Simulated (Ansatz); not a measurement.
**Ge₂H₃ (doublet): from Hartree-Fock to the top rungs at distance Ge1–Ge2 = 3.481 Å, cc-pVTZ**

The task here is to estimate one member of a computed series from the others.

Program: Ansatz 0.2.0, Gaussian basis. Level of theory: cc-pVTZ, core rule «outside noble gas», up to 28 orbitals frozen. These are calculated values, not measurements.

Plan: UHF; CCSD(T) on ROHF; CCSD(T) on UHF; BCCD(T) on ROHF; CCSDT(Q) on ROHF; CCSDT(Q) on UHF; CASSCF and NEVPT2, 3 electrons in 3 orbitals.

3 further runs of the same task are left out: 1 for a known fault of the program, 2 that didn't finish. Runs told in other sessions of the task aren't counted.

### The system

The geometry derives from a PBE0/def2-TZVP stationary point (not a proven minimum). One bond is set to the value named and the two fragments are kept rigid. No spin-orbit coupling is included. The filled d shell of Ge may be among the frozen orbitals whatever the setting's name suggests.

5 atoms, charge 0, spin multiplicity 2.

Atoms are counted from 1 here; the program's logs count them from 0.

Bond lengths: Ge1–H3 1.550 Å, Ge1–H4 1.544 Å, Ge1–H5 1.544 Å. Angles: H3–Ge1–H4 106.7°, H3–Ge1–H5 106.7°, H4–Ge1–H5 107.3°.

As a file:

```
Ge   -0.0021    0.0000    1.6934
Ge   -0.0013    0.0000   -1.7876
H     1.5001    0.0000    2.0740
H    -0.6288    1.2435    2.3600
H    -0.6288   -1.2435    2.3600
```

The first run:

Contents of in.yaml:

```yaml
crystal:
  periodic: [false, false, false]
  atoms:
    - {symbol: Ge, position_ang: [-0.002108, 0.000001, 1.693363]}
    - {symbol: Ge, position_ang: [-0.001258, -0.000001, -1.787636]}
    - {symbol: H, position_ang: [1.500114, -0.000013, 2.074021]}
    - {symbol: H, position_ang: [-0.628766, 1.243483, 2.360008]}
    - {symbol: H, position_ang: [-0.628789, -1.243469, 2.360009]}
basis:
  gaussian: {orbitals: cc-pVTZ}
magnetization: {spin_polarized: true, initial_magnetization: 1}
hamiltonian: {xc: hf}
output: {orbitals: {seedname: orbitals}}
```

Command:

```sh
$ ansatz run in.yaml --threads 1 --pin off --events-out ev --progress --plain --max-ram 2816MiB --backend cpu
```

Among the steps run: UHF; CCSD(T) on ROHF; CCSD(T) on UHF; BCCD(T) on ROHF; CCSDT(Q) on ROHF; CCSDT(Q) on UHF; CASSCF and NEVPT2, 3 electrons in 3 orbitals.

One of the session's tables, all rows but one given; the rest of the session is left out.

| method | from UCCSDT(Q) (kJ/mol) |
| --- | --- |
| ROHF | +663.7 |
| RMP2 | ? |
| UMP2 | +149.9 |
| RCCSD | +33.5 |
| UCCSD | +33.9 |
| RCCSD(T) | +6.8 |
| UCCSD(T) | +7.2 |
| BCCD(T) | +7.0 |
| RCCSDT | +1.6 |
| UCCSDT | +1.9 |
| RCCSDT(Q) | -0.2 |
| UCCSDT(Q) | 0 |
| CASSCF pair | +585.2 |
| NEVPT2 pair | +121.5 |

Estimate the missing values for RMP2.

The run gave: from UCCSDT(Q) (kJ/mol): +146.0. In the column «from UCCSDT(Q) (kJ/mol)» it lies between NEVPT2 pair (+121.5) and UMP2 (+149.9).

Left out of the table: UHF (another determinant or state than the rows shown).

Caveats from the session: The determinant of HF (⟨S²⟩ 1.39) is far from a pure spin state, so its energy mixes those of several spin states; that is harmless only where they are near-degenerate. Restricted and unrestricted rows rest on different reference determinants; a gap between their highest levels can come from leftover correlation error, from unlike frozen cores or from another state.
